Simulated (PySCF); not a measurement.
# C7H12N2: the cost of one run

Programs: PySCF 2.14.0, with routines of our own; each step states its level. All values are computed. Atoms count from 0.

## 1. The system as given

21 atoms, charge 0, multiplicity 1; geometry from: GFN2-xTB.

## 2. Magnetic properties: GIAO KT3/pcSseg-1

The job: settings as JSON, then the geometry in Å.

```
{"job": {"kind": "mag", "xc": "KT3", "basis": "pcSseg-1", "isotopologues": 0}, "charge": 0, "multiplicity": 1}
C      3.049987     0.772618    -0.057936
C      2.118143     0.068633    -0.671309
C      1.583552    -1.247512    -0.180743
N      0.148917    -1.246721    -0.019929
C     -0.468655    -0.332806     0.949971
C     -1.868754    -0.075080     0.363984
C     -2.229326     1.402463     0.242909
C     -1.715047    -0.750851    -0.981433
N     -0.593228    -1.325255    -1.142532
H      3.513890     0.425358     0.851563
H      3.403855     1.714455    -0.442489
H      1.656185     0.427476    -1.582178
H      1.809671    -2.027911    -0.913600
H      2.035779    -1.513973     0.778840
H     -0.494738    -0.814436     1.929884
H      0.111778     0.595203     1.027219
H     -2.640180    -0.585466     0.951146
H     -2.272843     1.865694     1.226640
H     -3.199453     1.515912    -0.235872
H     -1.485204     1.925347    -0.355097
H     -2.473251    -0.776206    -1.739512
```

Method: GIAO KT3/pcSseg-1 magnetisability, rotational g tensor and spin-rotation constants, non-relativistic, gas phase.

On the command line:

```bash
> OMP_NUM_THREADS=1 python excited_run.py task.json out
```

One launch serves the whole session: the jobs run in the order shown.

Q: Estimate the wall time and peak memory of this first job on 1 thread of Intel Xeon Platinum 8259CL at 2.50GHz, shared host.

About 1.9 min, with a peak of 0.81 GiB.
